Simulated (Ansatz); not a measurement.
# C₂H₂AlCl (SMILES C#[C][AlH][Cl]): a rigid scan of the bond length Al3–Cl4

Aim: the energy along the bond length Al3–Cl4, from CCSD(T) and from cheaper methods, relative to the minimum. No other atom is relaxed.

Program: Ansatz 0.2.0, Gaussian basis. Level of theory: single points in def2-TZVPP. These are calculated values, not measurements.

Levels: PBE-D4, r2SCAN-D4, PBE0-D4, B3LYP-D4, wB97M-V, Hartree-Fock, MP2, CCSD, CCSD(T). The scan takes 1.839, 1.912, 2.019, 2.143, 2.281, 2.587, 2.753, 2.926 Å.

Correlated methods freeze the cores. B3LYP uses VWN-RPA correlation.

19 further runs of the same task are left out: 1 that didn't finish, 18 set aside as unsound or not needed.

### 1 Starting geometry

SMILES `C#[C][AlH][Cl]`, 6 atoms, charge 0, spin multiplicity 1.

Atoms are counted from 1 here; the program's logs count them from 0.

Bond lengths: C1–C2 1.182 Å, C1–H5 1.098 Å, C2–Al3 1.931 Å, Al3–Cl4 2.149 Å, Al3–H6 1.625 Å. Angles: C2–C1–H5 174.1°, C1–C2–Al3 177.6°, C2–Al3–Cl4 121.2°, C2–Al3–H6 118.9°, Cl4–Al3–H6 119.9°.

Geometry (Å):

```xyz
6
C2H2AlCl
C     0.31640    0.88840   -1.63880
C     0.12980    0.37390   -0.59090
Al   -0.11610   -0.51840    1.10330
Cl   -1.16880   -2.38740    1.23320
H     0.38790    1.41480   -2.59950
H     0.49290    0.16460    2.44660
```

### 2 A first relaxation in a small basis

The input, pre/in.yaml:

```yaml
crystal:
  periodic: [false, false, false]
  atoms:
    - {symbol: C, position_ang: [0.316400, 0.888400, -1.638800]}
    - {symbol: C, position_ang: [0.129800, 0.373900, -0.590900]}
    - {symbol: Al, position_ang: [-0.116100, -0.518400, 1.103300]}
    - {symbol: Cl, position_ang: [-1.168800, -2.387400, 1.233200]}
    - {symbol: H, position_ang: [0.387900, 1.414800, -2.599500]}
    - {symbol: H, position_ang: [0.492900, 0.164600, 2.446600]}
basis:
  gaussian: {orbitals: def2-SVP}
hamiltonian: {xc: pbe, dispersion: d4}
relax: {f_tol: 0.03, max_steps: 250}
```

The command line of these runs was not kept.

Further steps of the session: Finding the minimum; Reference energies at the minimum; Al3–Cl4 = 1.839 Å; Al3–Cl4 = 1.912 Å; Al3–Cl4 = 2.019 Å; Al3–Cl4 = 2.143 Å; Al3–Cl4 = 2.281 Å; Al3–Cl4 = 2.587 Å; Al3–Cl4 = 2.753 Å; Al3–Cl4 = 2.926 Å.

Before running it: what results should come out? Wanted: highest point, CCSD(T); lowest point, CCSD(T); minimum along the scan, CCSD(T); RMS deviation from CCSD(T); largest T1 diagnostic.

As calculated:

| quantity | value |
| --- | --- |
| highest point, CCSD(T) | 2158 meV at 2.926 Å |
| lowest point, CCSD(T) | 0 meV at 2.090 Å |
| minimum along the scan, CCSD(T) | 2.098 Å |
| curvature there | 16.6 eV/Å² |
| RMS deviation from CCSD(T) | PBE-D4 117, r2SCAN-D4 35, PBE0-D4 31, B3LYP-D4 77, wB97M-V 19, Hartree-Fock 34, MP2 21, CCSD 17 meV |
| largest T1 diagnostic | 0.015 |

A polynomial through the near points puts the CCSD(T) minimum 0.008 Å above the PBE0-D4 value. It is steeper on the short side than on the long one. Curvature against CCSD(T): PBE-D4 -8 %, Hartree-Fock +3 %. CCSD follows the CCSD(T) curve best and PBE-D4 worst. 1 further points are left out, because the reference changes its state there.
